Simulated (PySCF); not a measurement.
**A gas-phase reaction: AlCl2HO + FH → AlCl2F + H2O**

Wanted: the reaction energy for `[OH][Al]([Cl])[Cl]` + `F` → `[F][Al]([Cl])[Cl]` + `O`.

Computed with PySCF 2.14.0; each step states its level. No surroundings beyond the atoms listed, unless a continuum is named. Atoms count from 0, parts from 1.

## (1) The system as given

Each species was relaxed by itself at PBE0-D3(BJ)/def2-SVPD.

## (2) Reaction energy: wB97M-D3(BJ)/def2-TZVPD

What the job is given:

```
{"job": {"kind": "react", "xc": "wB97M-D3(BJ)", "basis": "def2-TZVPD"}, "charge": 0, "multiplicity": 1}
-1 AlCl2HO charge 0 multiplicity 1
O     -0.639380    -0.892790    -0.842380
Al     0.033390     0.319510     0.133130
Cl     1.845470     0.046100     1.149440
Cl    -0.991320     2.128100     0.316440
H     -0.243820    -1.749570    -1.006970

-1 FH charge 0 multiplicity 1
F      0.459600    -0.005510    -0.020660
H     -0.459600     0.005510     0.020660

+1 AlCl2F charge 0 multiplicity 1
F     -1.571480     0.205220    -0.754760
Al    -0.087680     0.015750    -0.037540
Cl     0.020230    -0.224010     2.025310
Cl     1.621920     0.020210    -1.220920

+1 H2O charge 0 multiplicity 1
O     -0.002440     0.389370     0.004290
H     -0.761640    -0.199480    -0.001880
H      0.764120    -0.189860    -0.002430
```

Level: wB97M-D3(BJ)/def2-TZVPD reaction energy of separated species, gas phase.

Started as:

```console
OMP_NUM_THREADS=1 python cluster_run.py task.json out
```

The driver reads the jobs from task.json and runs them one after another.

The log of the run:

```text
species 1 (AlCl2HO)
coarse grid: 26640 points
cycle   1  E = -1238.9699982498  dE =  2.452e-01  |g| = 7.551e-01  |ddm| = 1.996e+00
cycle   2  E = -1238.9539270422  dE =  1.607e-02  |g| = 8.878e-01  |ddm| = 1.173e+00
cycle   3  E = -1239.0877418665  dE = -1.338e-01  |g| = 6.823e-02  |ddm| = 5.929e-01
cycle   4  E = -1239.0888033639  dE = -1.061e-03  |g| = 2.996e-02  |ddm| = 8.659e-02
cycle   5  E = -1239.0890065756  dE = -2.032e-04  |g| = 4.586e-03  |ddm| = 2.310e-02
cycle   6  E = -1239.0890199502  dE = -1.337e-05  |g| = 9.433e-04  |ddm| = 9.486e-03
cycle   7  E = -1239.0890206544  dE = -7.042e-07  |g| = 3.505e-04  |ddm| = 1.833e-03
final grid: 51968 points
cycle   8  E = -1239.0888949804  dE = -1.317e-07  |g| = 2.290e-04  |ddm| = 2.380e-03
cycle   9  E = -1239.0888949912  dE = -1.089e-08  |g| = 1.707e-04  |ddm| = 4.315e-04
cycle  10  E = -1239.0888949972  dE = -5.934e-09  |g| = 3.762e-05  |ddm| = 1.197e-04
cycle  11  E = -1239.0888949977  dE = -5.230e-10  |g| = 2.048e-05  |ddm| = 5.956e-05
converged SCF energy = -1239.0888949977

species 2 (FH)
coarse grid: 7776 points
cycle   1  E = -100.4688161144  dE = -9.408e-02  |g| = 4.644e-01  |ddm| = 6.197e-01
cycle   2  E = -100.4724969993  dE = -3.681e-03  |g| = 5.038e-01  |ddm| = 3.808e-01
cycle   3  E = -100.5053109351  dE = -3.281e-02  |g| = 2.574e-02  |ddm| = 1.678e-01
cycle   4  E = -100.5053869135  dE = -7.598e-05  |g| = 5.007e-03  |ddm| = 1.077e-02
cycle   5  E = -100.5053915548  dE = -4.641e-06  |g| = 4.334e-04  |ddm| = 3.766e-03
final grid: 16976 points
cycle   6  E = -100.5053936909  dE = -6.402e-08  |g| = 1.065e-04  |ddm| = 8.220e-04
cycle   7  E = -100.5053936943  dE = -3.445e-09  |g| = 8.168e-05  |ddm| = 2.181e-04
cycle   8  E = -100.5053936952  dE = -8.725e-10  |g| = 2.047e-05  |ddm| = 3.745e-05
converged SCF energy = -100.5053936952

species 3 (AlCl2F)
coarse grid: 24288 points
cycle   1  E = -1263.0448262305  dE =  1.804e-01  |g| = 6.539e-01  |ddm| = 1.844e+00
cycle   2  E = -1263.0424155813  dE =  2.411e-03  |g| = 7.943e-01  |ddm| = 9.229e-01
cycle   3  E = -1263.1333285019  dE = -9.091e-02  |g| = 5.844e-02  |ddm| = 4.265e-01
cycle   4  E = -1263.1341504733  dE = -8.220e-04  |g| = 2.702e-02  |ddm| = 7.621e-02
cycle   5  E = -1263.1343180112  dE = -1.675e-04  |g| = 3.717e-03  |ddm| = 2.026e-02
cycle   6  E = -1263.1343288318  dE = -1.082e-05  |g| = 8.951e-04  |ddm| = 8.231e-03
cycle   7  E = -1263.1343293895  dE = -5.577e-07  |g| = 2.137e-04  |ddm| = 1.633e-03
final grid: 46992 points
cycle   8  E = -1263.1343336084  dE = -1.485e-07  |g| = 2.233e-04  |ddm| = 1.157e-03
cycle   9  E = -1263.1343336143  dE = -5.929e-09  |g| = 1.990e-04  |ddm| = 2.427e-04
cycle  10  E = -1263.1343336202  dE = -5.836e-09  |g| = 3.405e-05  |ddm| = 1.089e-04
cycle  11  E = -1263.1343336206  dE = -4.134e-10  |g| = 1.609e-05  |ddm| = 4.340e-05
converged SCF energy = -1263.1343336206

species 4 (H2O)
coarse grid: 10128 points
cycle   1  E = -76.4117497892  dE = -7.453e-02  |g| = 5.872e-01  |ddm| = 8.994e-01
cycle   2  E = -76.4087425946  dE =  3.007e-03  |g| = 6.461e-01  |ddm| = 5.038e-01
cycle   3  E = -76.4759334566  dE = -6.719e-02  |g| = 2.731e-02  |ddm| = 2.374e-01
cycle   4  E = -76.4760586601  dE = -1.252e-04  |g| = 5.497e-03  |ddm| = 1.609e-02
cycle   5  E = -76.4760673369  dE = -8.677e-06  |g| = 8.214e-04  |ddm| = 5.831e-03
final grid: 21952 points
cycle   6  E = -76.4760630122  dE = -1.975e-07  |g| = 5.843e-04  |ddm| = 1.373e-03
cycle   7  E = -76.4760630191  dE = -6.840e-09  |g| = 6.466e-04  |ddm| = 6.469e-04
cycle   8  E = -76.4760630827  dE = -6.363e-08  |g| = 3.199e-05  |ddm| = 2.236e-04
cycle   9  E = -76.4760630835  dE = -8.226e-10  |g| = 4.134e-06  |ddm| = 1.105e-04
converged SCF energy = -76.4760630835

Reaction energy = -9.796 kcal/mol
```

Wall time 13 s (1 thread of Arm Neoverse V2, shared host); peak memory 0.65 GiB.

Species by species (with the dispersion term, which the log's SCF energies lack):

```csv
ν,species,energy (Eh),HOMO (eV)
-1,[OH][Al]([Cl])[Cl],-1239.09315,-11.69
-1,F,-100.50563,-14.54
+1,[F][Al]([Cl])[Cl],-1263.13757,-12.02
+1,O,-76.47682,-11.72
```

## (3) Energies of the species: PBE0-D3(BJ)/def2-TZVPD

The job, as its differences from that of step 2:

```diff
@@ -1,2 +1,2 @@
-{"job": {"kind": "react", "xc": "wB97M-D3(BJ)", "basis": "def2-TZVPD"}, "charge": 0, "multiplicity": 1}
+{"job": {"kind": "react", "xc": "PBE0", "basis": "def2-TZVPD", "disp": "d3bj"}, "charge": 0, "multiplicity": 1}
 -1 AlCl2HO charge 0 multiplicity 1
```

With the program's defaults for keys left out, this is: PBE0-D3(BJ)/def2-TZVPD reaction energy of separated species, gas phase.

The log of the run:

```text
species 1 (AlCl2HO)
coarse grid: 6584 points
cycle   1  E = -1238.3062449112  dE =  2.945e-01  |g| = 8.163e-01  |ddm| = 2.118e+00
cycle   2  E = -1238.0305999737  dE =  2.756e-01  |g| = 1.443e+00  |ddm| = 1.568e+00
cycle   3  E = -1238.4290992758  dE = -3.985e-01  |g| = 1.355e-01  |ddm| = 1.049e+00
cycle   4  E = -1238.4329054768  dE = -3.806e-03  |g| = 5.596e-02  |ddm| = 1.593e-01
cycle   5  E = -1238.4335079341  dE = -6.025e-04  |g| = 9.530e-03  |ddm| = 4.815e-02
cycle   6  E = -1238.4335280802  dE = -2.015e-05  |g| = 3.593e-03  |ddm| = 1.052e-02
cycle   7  E = -1238.4335314202  dE = -3.340e-06  |g| = 3.611e-04  |ddm| = 2.660e-03
final grid: 51968 points
cycle   8  E = -1238.4344911995  dE = -1.967e-05  |g| = 5.653e-03  |ddm| = 2.036e-02
cycle   9  E = -1238.4344847765  dE =  6.423e-06  |g| = 8.020e-03  |ddm| = 8.308e-03
cycle  10  E = -1238.4344958753  dE = -1.110e-05  |g| = 1.069e-03  |ddm| = 5.379e-03
cycle  11  E = -1238.4344960534  dE = -1.781e-07  |g| = 1.333e-04  |ddm| = 7.486e-04
cycle  12  E = -1238.4344960571  dE = -3.701e-09  |g| = 4.760e-05  |ddm| = 1.689e-04
cycle  13  E = -1238.4344960577  dE = -6.125e-10  |g| = 8.770e-06  |ddm| = 4.474e-05
converged SCF energy = -1238.4344960577

species 2 (FH)
coarse grid: 1712 points
cycle   1  E = -100.3541266449  dE = -3.605e-02  |g| = 4.957e-01  |ddm| = 6.253e-01
cycle   2  E = -100.3146073245  dE =  3.952e-02  |g| = 7.430e-01  |ddm| = 5.125e-01
cycle   3  E = -100.3938506550  dE = -7.924e-02  |g| = 2.284e-02  |ddm| = 2.892e-01
cycle   4  E = -100.3939262148  dE = -7.556e-05  |g| = 4.205e-03  |ddm| = 9.787e-03
cycle   5  E = -100.3939281987  dE = -1.984e-06  |g| = 3.556e-04  |ddm| = 1.247e-03
final grid: 16976 points
cycle   6  E = -100.3948397605  dE = -1.858e-05  |g| = 3.999e-03  |ddm| = 7.530e-03
cycle   7  E = -100.3948378334  dE =  1.927e-06  |g| = 5.501e-03  |ddm| = 3.354e-03
cycle   8  E = -100.3948419260  dE = -4.093e-06  |g| = 9.904e-05  |ddm| = 2.014e-03
cycle   9  E = -100.3948419273  dE = -1.272e-09  |g| = 1.775e-05  |ddm| = 3.916e-05
cycle  10  E = -100.3948419273  dE = -4.810e-11  |g| = 3.060e-06  |ddm| = 1.024e-05
converged SCF energy = -100.3948419273

species 3 (AlCl2F)
coarse grid: 5960 points
cycle   1  E = -1262.3776123916  dE =  2.190e-01  |g| = 6.640e-01  |ddm| = 1.944e+00
cycle   2  E = -1262.2487230270  dE =  1.289e-01  |g| = 1.150e+00  |ddm| = 1.146e+00
cycle   3  E = -1262.4575341367  dE = -2.088e-01  |g| = 8.829e-02  |ddm| = 6.729e-01
cycle   4  E = -1262.4590752918  dE = -1.541e-03  |g| = 3.760e-02  |ddm| = 1.064e-01
cycle   5  E = -1262.4593197273  dE = -2.444e-04  |g| = 6.401e-03  |ddm| = 2.644e-02
cycle   6  E = -1262.4593288774  dE = -9.150e-06  |g| = 2.260e-03  |ddm| = 6.064e-03
final grid: 46992 points
cycle   7  E = -1262.4640634594  dE = -2.574e-05  |g| = 4.907e-03  |ddm| = 1.407e-02
cycle   8  E = -1262.4640615242  dE =  1.935e-06  |g| = 5.351e-03  |ddm| = 7.860e-03
cycle   9  E = -1262.4640678064  dE = -6.282e-06  |g| = 5.430e-04  |ddm| = 4.525e-03
cycle  10  E = -1262.4640678577  dE = -5.130e-08  |g| = 1.861e-04  |ddm| = 3.129e-04
cycle  11  E = -1262.4640678626  dE = -4.849e-09  |g| = 4.779e-05  |ddm| = 1.314e-04
cycle  12  E = -1262.4640678630  dE = -4.670e-10  |g| = 7.791e-06  |ddm| = 3.319e-05
converged SCF energy = -1262.4640678630

species 4 (H2O)
coarse grid: 2328 points
cycle   1  E = -76.3044303262  dE = -5.300e-03  |g| = 6.571e-01  |ddm| = 9.011e-01
cycle   2  E = -76.1882104641  dE =  1.162e-01  |g| = 1.036e+00  |ddm| = 7.256e-01
cycle   3  E = -76.3820300823  dE = -1.938e-01  |g| = 3.132e-02  |ddm| = 4.396e-01
cycle   4  E = -76.3822123853  dE = -1.823e-04  |g| = 5.864e-03  |ddm| = 1.606e-02
cycle   5  E = -76.3822175243  dE = -5.139e-06  |g| = 7.850e-04  |ddm| = 2.507e-03
final grid: 21952 points
cycle   6  E = -76.3808944353  dE = -1.510e-05  |g| = 3.448e-03  |ddm| = 9.307e-03
cycle   7  E = -76.3808924689  dE =  1.966e-06  |g| = 4.753e-03  |ddm| = 3.321e-03
cycle   8  E = -76.3808961862  dE = -3.717e-06  |g| = 2.518e-04  |ddm| = 1.965e-03
cycle   9  E = -76.3808961968  dE = -1.061e-08  |g| = 2.398e-05  |ddm| = 1.101e-04
cycle  10  E = -76.3808961970  dE = -1.117e-10  |g| = 3.293e-06  |ddm| = 1.515e-05
converged SCF energy = -76.3808961970

Reaction energy = -9.475 kcal/mol
```

Run time: 6.6 s. Hardware: 1 thread of Arm Neoverse V2, shared host; peak memory 0.61 GiB.

Reaction energy at this level: -9.47 kcal/mol.

## (4) Energies of the species: MP2/def2-TZVPD

The job, as its differences from that of step 3:

```diff
@@ -1,2 +1,2 @@
-{"job": {"kind": "react", "xc": "PBE0", "basis": "def2-TZVPD", "disp": "d3bj"}, "charge": 0, "multiplicity": 1}
+{"job": {"kind": "react", "xc": "MP2", "basis": "def2-TZVPD"}, "charge": 0, "multiplicity": 1}
 -1 AlCl2HO charge 0 multiplicity 1
```

Method: MP2/def2-TZVPD reaction energy of separated species, gas phase.

The log of the run:

```text
species 1 (AlCl2HO)
final grid: 51968 points
cycle   1  E = -1236.5666152871  dE =  1.789e-01  |g| = 5.933e-01  |ddm| = 1.969e+00
cycle   2  E = -1236.6225760106  dE = -5.596e-02  |g| = 3.774e-01  |ddm| = 7.402e-01
cycle   3  E = -1236.6471391962  dE = -2.456e-02  |g| = 4.330e-02  |ddm| = 2.645e-01
cycle   4  E = -1236.6477683709  dE = -6.292e-04  |g| = 1.515e-02  |ddm| = 6.196e-02
cycle   5  E = -1236.6478433366  dE = -7.497e-05  |g| = 3.563e-03  |ddm| = 1.625e-02
cycle   6  E = -1236.6478508855  dE = -7.549e-06  |g| = 9.398e-04  |ddm| = 6.329e-03
cycle   7  E = -1236.6478515493  dE = -6.639e-07  |g| = 2.544e-04  |ddm| = 1.829e-03
cycle   8  E = -1236.6478515968  dE = -4.744e-08  |g| = 5.796e-05  |ddm| = 5.334e-04
cycle   9  E = -1236.6478515991  dE = -2.311e-09  |g| = 1.784e-05  |ddm| = 1.085e-04
cycle  10  E = -1236.6478515993  dE = -2.224e-10  |g| = 4.091e-06  |ddm| = 3.914e-05
converged SCF energy = -1236.6478515993

species 2 (FH)
final grid: 16976 points
cycle   1  E = -100.0371194649  dE = -1.649e-01  |g| = 4.007e-01  |ddm| = 6.032e-01
cycle   2  E = -100.0578872957  dE = -2.077e-02  |g| = 2.336e-01  |ddm| = 2.533e-01
cycle   3  E = -100.0646338192  dE = -6.747e-03  |g| = 2.356e-02  |ddm| = 8.092e-02
cycle   4  E = -100.0647512516  dE = -1.174e-04  |g| = 6.199e-03  |ddm| = 1.253e-02
cycle   5  E = -100.0647669645  dE = -1.571e-05  |g| = 1.459e-03  |ddm| = 5.122e-03
cycle   6  E = -100.0647682375  dE = -1.273e-06  |g| = 2.290e-04  |ddm| = 1.848e-03
cycle   7  E = -100.0647682719  dE = -3.439e-08  |g| = 1.958e-05  |ddm| = 4.211e-04
cycle   8  E = -100.0647682721  dE = -1.848e-10  |g| = 2.360e-06  |ddm| = 2.495e-05
converged SCF energy = -100.0647682721

species 3 (AlCl2F)
final grid: 46992 points
cycle   1  E = -1260.5932959570  dE =  1.130e-01  |g| = 5.781e-01  |ddm| = 1.820e+00
cycle   2  E = -1260.6460160855  dE = -5.272e-02  |g| = 3.843e-01  |ddm| = 6.197e-01
cycle   3  E = -1260.6679295888  dE = -2.191e-02  |g| = 3.477e-02  |ddm| = 2.204e-01
cycle   4  E = -1260.6684204157  dE = -4.908e-04  |g| = 1.387e-02  |ddm| = 5.991e-02
cycle   5  E = -1260.6684829321  dE = -6.252e-05  |g| = 3.165e-03  |ddm| = 1.409e-02
cycle   6  E = -1260.6684886926  dE = -5.761e-06  |g| = 7.308e-04  |ddm| = 5.392e-03
cycle   7  E = -1260.6684890885  dE = -3.958e-07  |g| = 1.987e-04  |ddm| = 1.168e-03
cycle   8  E = -1260.6684891151  dE = -2.660e-08  |g| = 4.497e-05  |ddm| = 3.200e-04
cycle   9  E = -1260.6684891167  dE = -1.576e-09  |g| = 1.260e-05  |ddm| = 6.831e-05
cycle  10  E = -1260.6684891168  dE = -1.269e-10  |g| = 2.734e-06  |ddm| = 2.178e-05
converged SCF energy = -1260.6684891168

species 4 (H2O)
final grid: 21952 points
cycle   1  E = -76.0248945691  dE = -1.467e-01  |g| = 4.364e-01  |ddm| = 8.776e-01
cycle   2  E = -76.0503807099  dE = -2.549e-02  |g| = 2.594e-01  |ddm| = 2.972e-01
cycle   3  E = -76.0608897465  dE = -1.051e-02  |g| = 2.594e-02  |ddm| = 1.025e-01
cycle   4  E = -76.0610471056  dE = -1.574e-04  |g| = 5.694e-03  |ddm| = 1.523e-02
cycle   5  E = -76.0610614733  dE = -1.437e-05  |g| = 1.176e-03  |ddm| = 5.302e-03
cycle   6  E = -76.0610623630  dE = -8.897e-07  |g| = 2.235e-04  |ddm| = 1.658e-03
cycle   7  E = -76.0610623997  dE = -3.670e-08  |g| = 3.304e-05  |ddm| = 3.733e-04
cycle   8  E = -76.0610624004  dE = -6.658e-10  |g| = 4.159e-06  |ddm| = 3.886e-05
converged SCF energy = -76.0610624004

Reaction energy = -9.087 kcal/mol
```

Wall time 3.7 s (1 thread of Arm Neoverse V2, shared host); peak memory 0.46 GiB.

Reaction energy at this level: -9.09 kcal/mol.

## (5) Side by side

Energies in kcal/mol, with wall time:

```csv
run,reaction,time
wB97M-D3(BJ)/def2-TZVPD,-9.80,13 s
PBE0-D3(BJ)/def2-TZVPD,-9.47,6.6 s
MP2/def2-TZVPD,-9.09,3.7 s
```

## (6) Results

| quantity | value |
| --- | --- |
| reaction energy (wB97M-D3(BJ)/def2-TZVPD) | -9.80 kcal/mol |
| ΔH, ΔG at 298 K (xTB thermal terms) | -9.2, -9.5 kcal/mol |
| range of the reaction energy over the runs of this table | -9.80 to -9.09 kcal/mol |

The reaction is exothermic by 9.2 kcal/mol in the gas phase; dispersion gives +0.31, and xTB itself gave -14.34 for the electronic energy (xTB energies and thermal terms come from the earlier relaxation of each species, not shown). No barrier was sought. The reaction energy runs from -9.80 (wB97M-D3(BJ)/def2-TZVPD) to -9.09 kcal/mol (MP2/def2-TZVPD).
